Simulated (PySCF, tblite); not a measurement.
# C7H4F3−: geometry, infrared bands and NMR shifts

Aim: predict the infrared bands and NMR shifts of C7H4F3− (`[C-]#C/C(=C/C)C(F)=C(F)F`).

The runs use tblite 0.8.0 and PySCF 2.14.0, with density-fitted response routines of our own; the level of theory stands in each step. All values are computed, except where a source is named. Atoms count from 0, in the outputs and in this text.

**1. The molecule as given**

14 atoms, charge -1, multiplicity 1; geometry from: force field or distance geometry start.

Bonds of the start (Å): C0–C1 1.19, C1–C2 1.47, C2–C3 1.31, C3–C4 1.49, C2–C5 1.47, C5–F6 1.37, C5–C7 1.33, C7–F8 1.36, C7–F9 1.35, C3–H10 1.07, C4–H11 1.10, C4–H12 1.11, C4–H13 1.13.

**2. Optimising the geometry with GFN2-xTB**

What the job is given:

```
{"job": {"kind": "relax", "xc": "GFN2-xTB", "basis": "xTB"}, "charge": -1, "multiplicity": 1}
C     -0.712800     2.760000    -2.081000
C     -0.438700     1.873600    -1.332500
C     -0.085300     0.795500    -0.396000
C      1.147400     0.376900    -0.256000
C      1.544500    -0.714300     0.683000
C     -1.135000     0.153000     0.400500
F     -1.438100     0.658900     1.637000
C     -1.764500    -0.921400    -0.074100
F     -2.709800    -1.457500     0.741000
F     -1.476700    -1.429300    -1.293700
H      1.902300     0.854300    -0.849600
H      0.900800    -0.811500     1.571700
H      1.692700    -1.674000     0.148900
H      2.572500    -0.464600     1.078600
```

Run with:

```sh
$ OMP_NUM_THREADS=1 python probes_run.py task.json out
```

This one command runs all jobs of the session in turn.

**Question.** This job is followed by: GFN2-xTB harmonic vibrations, gas phase; GIAO PBE0/pcSseg-1 NMR shielding, non-relativistic, gas phase. What will the session give for the following? strongest single infrared mode (GFN2-xTB); zero-point energy (GFN2-xTB); 13C shifts against TMS (PBE0/pcSseg-1); 1H shifts against TMS (PBE0/pcSseg-1, means over atoms taken as alike); 19F shifts against CFCl3 (PBE0/pcSseg-1).

The runs gave:

| quantity | value |
| --- | --- |
| strongest single infrared mode (GFN2-xTB) | 1132 cm⁻¹, 221 km/mol |
| zero-point energy (GFN2-xTB) | 52.0 kcal/mol |
| 13C shifts against TMS (PBE0/pcSseg-1) | 238.2, 170.2, 140.6, 124.9, 123.9, 113.4, 19.3 ppm |
| 1H shifts against TMS (PBE0/pcSseg-1, means over atoms taken as alike) | 5.41, 1.79 ppm |
| 19F shifts against CFCl3 (PBE0/pcSseg-1) | -118.1, -128.9, -168.9 ppm |

**Reading.** Relaxing lowered the energy by 0.561 eV in 74 steps; the close pair that moved most is C1–C2, from 1.471 to 1.416 Å. No mode is imaginary among the 36: a minimum at this level. The strongest single mode, at 1132 cm⁻¹, moves mainly C7. GFN2-xTB is a fitted tight-binding method: band positions and strengths are rough. Its intensities can rank the bands wrongly. At PBE0/pcSseg-1: Shielding is most anisotropic at C0 (span 324 ppm, paramagnetic term -343 ppm).
